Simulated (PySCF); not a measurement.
**What single edits do to a PySCF run on ClMo2⁺**

What does each single edit do to the base result for ClMo2⁺?

Computed with PySCF 2.14.0. Level: method and basis as typed in the scripts.

4 further runs of the same task are left out: 4 that didn't finish.

### Step 1. The system as given

ClMo2⁺: 3 atoms, charge 1, spin multiplicity 1.

Bond lengths: Cl1–Mo2 2.374 Å, Cl1–Mo3 2.374 Å, Mo2–Mo3 2.515 Å. Angles: Mo2–Cl1–Mo3 64.0°, Cl1–Mo2–Mo3 58.0°, Cl1–Mo3–Mo2 58.0°.

Geometry (Å):

```xyz
3
ClMo2
Cl    0.00000    0.00000   -1.70880
Mo    1.25740    0.00000    0.30460
Mo   -1.25740    0.00000    0.30460
```

### Step 2. The run that the others are compared with

The input, input.py:

```python
from pyscf import gto, scf

mol = gto.M(
    atom='Cl 0 0 -1.7088; Mo 1.2574 0 0.3046; Mo -1.2574 0 0.3046',
    basis='def2-svp',
    ecp={'Mo': 'def2-svp'},
    charge=1,
    spin=0,
    verbose=4,
)
mf = scf.RHF(mol)
mf.kernel()
mf.dip_moment()
print('orbital energies (hartree):', mf.mo_energy[..., max(0, mol.nelec[1]-3):mol.nelec[0]+3].round(4))
```

On the command line:

```bash
OMP_NUM_THREADS=1 python input.py
```

Its log is not repeated here.

It gives: E(SCF) = -593.923214 Eh.

The dipole of an ion depends on the origin.

### Step 3. MP2

Edit 1 changes step after the SCF: none → mp2; frozen orbitals: none → 5.

The input, input.py:

```python
from pyscf import gto, scf, mp

mol = gto.M(
    atom='Cl 0 0 -1.7088; Mo 1.2574 0 0.3046; Mo -1.2574 0 0.3046',
    basis='def2-svp',
    ecp={'Mo': 'def2-svp'},
    charge=1,
    spin=0,
    verbose=4,
)
mf = scf.RHF(mol)
mf.kernel()
mp.MP2(mf, frozen=5).kernel()
mf.dip_moment()
print('orbital energies (hartree):', mf.mo_energy[..., max(0, mol.nelec[1]-3):mol.nelec[0]+3].round(4))
```

On the command line:

```bash
OMP_NUM_THREADS=1 python input.py
```

What does the calculation give? Wanted: for each run, E(SCF); from base; gap; after the SCF.

The runs gave:

| run | E(SCF) (hartree) | from base (eV) | cycles | gap (eV) | after the SCF |
| --- | --- | --- | --- | --- | --- |
| base | -593.923214 | 0 | 21 | 7.30 | n/a |
| MP2 | -593.923214 | 0.0000 | 21 | 7.30 | MP2 correlation -25.488 eV, core frozen |

Distance from each run's final energy (log10 hartree) by cycle:

| run | cycle 1 | cycle 2 | cycle 3 | cycle 5 | cycle 8 | cycle 12 |
| --- | --- | --- | --- | --- | --- | --- |
| base | -0.9 | -1.2 | -1.4 | -1.7 | -2.6 | -4.3 |
| MP2 | -0.9 | -1.2 | -1.4 | -1.7 | -2.6 | -4.3 |

Total energies from different bases, Hamiltonians or methods carry different errors, so properties are taken as differences within one set-up.
